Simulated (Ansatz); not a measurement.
# I2Mg5S4 (Mg5S4 zinc blende off sphere): the cost of one run

The runs use Ansatz 0.2.0, Gaussian basis; the settings change from run to run.

## Step 1: The geometry

The structure was relaxed beforehand with PBE-D4/def2-SVP. I takes a core potential in def2 sets; no spin-orbit term is included.

11 atoms, charge 0, spin multiplicity 1.

Atoms are counted from 1 here; the program's logs count them from 0.

Bond lengths: Mg1–S6 2.402 Å, Mg1–S7 2.435 Å, Mg1–I10 2.712 Å, Mg2–S6 2.402 Å, Mg2–S8 2.435 Å, Mg2–I11 2.712 Å, Mg3–S6 2.523 Å, Mg3–S7 2.409 Å, Mg3–S8 2.409 Å, Mg4–S7 2.437 Å, Mg4–S9 2.317 Å, Mg4–I10 2.942 Å, Mg5–S8 2.437 Å, Mg5–S9 2.317 Å, Mg5–I11 2.943 Å. Angles: S6–Mg1–S7 103.1°, S6–Mg1–I10 135.2°, S7–Mg1–I10 101.7°, S6–Mg2–S8 103.1°, S6–Mg2–I11 135.2°, S8–Mg2–I11 101.7°, S6–Mg3–S7 100.4°, S6–Mg3–S8 100.4°, S7–Mg3–S8 134.4°, S7–Mg4–S9 136.2°, S7–Mg4–I10 95.4°, S9–Mg4–I10 119.5°, S8–Mg5–S9 136.2°, S8–Mg5–I11 95.4°, S9–Mg5–I11 119.5°, Mg1–S6–Mg2 103.7°, Mg1–S6–Mg3 75.5°, Mg2–S6–Mg3 75.5° and more.

## Step 2: wB97X-V/def2-SVP

Input file in.yaml:

```yaml
crystal:
  periodic: [false, false, false]
  atoms:
    - {symbol: Mg, position_ang: [-0.086993, -2.432864, 0.241970]}
    - {symbol: Mg, position_ang: [-0.101913, 0.237616, -2.432616]}
    - {symbol: Mg, position_ang: [-2.136308, -0.280657, -0.268278]}
    - {symbol: Mg, position_ang: [0.431973, -0.011231, 2.310953]}
    - {symbol: Mg, position_ang: [0.419330, 2.313289, -0.017367]}
    - {symbol: S, position_ang: [-1.065438, -1.893928, -1.885012]}
    - {symbol: S, position_ang: [-1.564016, -1.322282, 1.827271]}
    - {symbol: S, position_ang: [-1.581443, 1.816423, -1.316298]}
    - {symbol: S, position_ang: [1.027591, 2.225798, 2.216495]}
    - {symbol: I, position_ang: [2.338076, -2.057536, 1.396038]}
    - {symbol: I, position_ang: [2.319130, 1.405372, -2.073149]}
basis:
  gaussian: {orbitals: def2-SVP}
hamiltonian: {xc: {name: wB97X-V}}
scf: {omitted_lower_state_checks: [starts]}
output: {forces: true}
```

Launch:

```sh
> ansatz run in.yaml --threads 2 --pin off --events-out ev --progress --plain --max-ram 32768MiB --backend cpu
```

What time and memory should one allow on 2 threads of AMD EPYC 7R13, shared host?

About 53 s, with a peak of 1.6 GiB.
